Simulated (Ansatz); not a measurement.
# C3H7ClOSn: one species, many methods

The task here is to estimate one member of a computed series from the others.

Method: functionals in def2-TZVPP, the program's frozen cores in correlated methods; program: Ansatz 0.2.0, Gaussian basis.

The runs, in order: LDA (SPW92), PBE-D4, revPBE-D4, BLYP-D4, r2SCAN-D4, B97M-V, PBE0-D4, B3LYP-D4, r2SCANh-D4, r2SCAN0-D4, HSE06-D4, BHLYP-D4, CAM-B3LYP-D4, LC-ωPBE, ωB97X-V, ωB97M-V, B2PLYP, PBE-QIDH; CCSD(T)/def2-SVP; MP2/def2-TZVPP; MP2/def2-QZVPP; RPA on PBE.

## The relaxed structure

An earlier PBE0-D4 in a triple-zeta def2 set relaxation fixed the geometry. Sn takes the def2 core potential; no spin-orbit term is included.

SMILES `CC(C)[O][Sn][Cl]`, 13 atoms, charge 0, spin multiplicity 1.

Atoms are counted from 1 here; the program's logs count them from 0.

Bond lengths: C1–C2 1.516 Å, C1–H7 1.093 Å, C1–H8 1.093 Å, C1–H9 1.093 Å, C2–C3 1.515 Å, C2–O4 1.418 Å, C2–H10 1.098 Å, C3–H11 1.093 Å, C3–H12 1.093 Å, C3–H13 1.092 Å, O4–Sn5 1.957 Å, Sn5–Cl6 2.390 Å. Angles: C2–C1–H7 110.8°, C2–C1–H8 110.2°, C2–C1–H9 110.6°, H7–C1–H8 108.6°, H7–C1–H9 108.0°, H8–C1–H9 108.6°, C1–C2–C3 112.3°, C1–C2–O4 109.4°, C1–C2–H10 108.4°, C3–C2–O4 108.2°, C3–C2–H10 109.0°, O4–C2–H10 109.5°, C2–C3–H11 110.7°, C2–C3–H12 110.3°, C2–C3–H13 110.6°, H11–C3–H12 108.6°, H11–C3–H13 108.4°, H12–C3–H13 108.3° and more.

Set-up of the first run:

in.yaml reads:

```yaml
crystal:
  periodic: [false, false, false]
  atoms:
    - {symbol: C, position_ang: [-0.364758, 0.666485, 1.126891]}
    - {symbol: C, position_ang: [0.007180, -0.151912, -0.094198]}
    - {symbol: C, position_ang: [-1.210866, -0.615278, -0.867247]}
    - {symbol: O, position_ang: [0.809335, 0.632420, -0.961256]}
    - {symbol: Sn, position_ang: [2.753071, 0.795354, -1.123037]}
    - {symbol: Cl, position_ang: [3.379419, -0.759019, 0.581375]}
    - {symbol: H, position_ang: [-1.007097, 0.091014, 1.798013]}
    - {symbol: H, position_ang: [-0.897924, 1.572055, 0.826042]}
    - {symbol: H, position_ang: [0.530678, 0.956440, 1.681619]}
    - {symbol: H, position_ang: [0.576265, -1.030187, 0.237774]}
    - {symbol: H, position_ang: [-1.849796, -1.242910, -0.240977]}
    - {symbol: H, position_ang: [-1.793284, 0.244847, -1.206978]}
    - {symbol: H, position_ang: [-0.911822, -1.194110, -1.743221]}
basis:
  gaussian: {orbitals: def2-TZVPP}
hamiltonian: {xc: lda}
output: {orbitals: {seedname: orbitals}}
```

Launch:

```console
> ansatz run in.yaml --threads 4 --pin off --events-out ev --progress --plain --max-ram 11315MiB
```

Among the steps run: LDA; PBE-D4 (GGA); revPBE-D4 (GGA); BLYP-D4 (GGA); r2SCAN-D4 (meta-GGA); B97M-V (meta-GGA); PBE0-D4 (hybrid); B3LYP-D4 (hybrid); r2SCANh-D4 (hybrid); r2SCAN0-D4 (hybrid); HSE06-D4 (hybrid); BHLYP-D4 (hybrid); CAM-B3LYP-D4 (range-separated); LC-ωPBE (range-separated); ωB97X-V (range-separated); ωB97M-V (range-separated); B2PLYP (double hybrid); PBE-QIDH (double hybrid).

One table of the session follows, with a row left open; its other results are not shown here.

It belongs to the step «Orbital energies across the functionals». 

```
  functional  HOMO (eV)  LUMO (eV)  gap (eV)
 LDA (SPW92)          ?          ?         ?
      PBE-D4      -6.52      -3.09      3.42
   revPBE-D4      -6.44      -3.00      3.44
     BLYP-D4      -6.41      -3.02      3.39
   r2SCAN-D4      -6.81      -3.05      3.76
      B97M-V      -6.79      -3.08      3.71
     PBE0-D4      -7.74      -2.46      5.28
    B3LYP-D4      -7.56      -2.68      4.88
  r2SCANh-D4      -7.28      -2.80      4.48
  r2SCAN0-D4      -7.95      -2.43      5.51
    HSE06-D4      -7.34      -2.82      4.52
    BHLYP-D4      -8.77      -1.78      6.99
CAM-B3LYP-D4      -9.05      -1.56      7.49
     LC-ωPBE     -10.26      -0.48      9.77
     ωB97X-V      -9.97      -0.59      9.38
     ωB97M-V      -9.90      -0.74      9.16
```

**Question.** Estimate the row for LDA (SPW92).

As computed: HOMO (eV): -6.71; LUMO (eV): -3.34; gap (eV): 3.37. In the column «HOMO (eV)» it lies between B97M-V (-6.79) and PBE-D4 (-6.52).
